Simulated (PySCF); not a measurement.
# C4H5ClO2Si: electronic excitations

Aim: predict the electronic excitations of C4H5ClO2Si (`O=C=C(C=O)[SiH2]CCl`).

The runs use PySCF 2.14.0, with density-fitted response routines of our own; the level of theory stands in each step. All values are computed, except where a source is named. Atoms count from 0, in the outputs and in this text.

**1. The starting structure**

13 atoms, charge 0, multiplicity 1; geometry from: GFN2-xTB.

Bonds of the start (Å): O0–C1 1.16, C1–C2 1.30, C2–C3 1.43, C3–O4 1.21, C2–Si5 1.91, Si5–C6 1.91, C6–Cl7 1.79, C3–H8 1.10, Si5–H9 1.46, Si5–H10 1.46, C6–H11 1.09, C6–H12 1.09.

**2. Excited states and response: B3LYP/def2-SVPD**

The job: settings as JSON, then the geometry in Å.

```
{"job": {"kind": "uv", "xc": "B3LYP", "basis": "def2-SVPD", "nstates": 8, "ntriplets": 3}, "charge": 0, "multiplicity": 1}
O     -0.392115     2.305209    -1.657446
C     -0.703915     1.356640    -1.075598
C     -0.977340     0.296420    -0.381979
C     -2.217802    -0.397520    -0.212859
O     -2.275709    -1.392905     0.477780
Si     0.285078    -0.713685     0.635068
C      1.968892     0.174992     0.434135
Cl     2.374187     0.218230    -1.305032
H     -3.103788     0.002091    -0.726813
H     -0.101951    -0.656013     2.042511
H      0.390720    -2.038822     0.039132
H      1.975409     1.204554     0.783222
H      2.773946    -0.358703     0.930152
```

With the program's defaults for keys left out, this is: TDDFT B3LYP/def2-SVPD, vertical, gas phase, core orbitals frozen in the response.

On the command line:

```console
OMP_NUM_THREADS=1 python probes_run.py task.json out
```

One launch serves the whole session: the jobs run in the order shown.

Predict these results of the whole session: lowest singlet (B3LYP/def2-SVPD); brightest single state of those computed; lowest triplet.

The runs gave:

| quantity | value |
| --- | --- |
| lowest singlet (B3LYP/def2-SVPD) | 4.14 eV (299 nm), f = 0.001 |
| brightest single state of those computed | state 7, 5.85 eV, f = 0.139 |
| lowest triplet | 3.87 eV |

**Reading.** The lowest singlet, at 4.14 eV, is HOMO→LUMO 0.84, HOMO−1→LUMO 0.13 and is weak; of the 8 states computed, the strongest absorption comes from state 7 at 5.85 eV. The lowest triplet lies 0.28 eV below the lowest singlet (triplets in Tamm-Dancoff, singlets in full TDDFT).
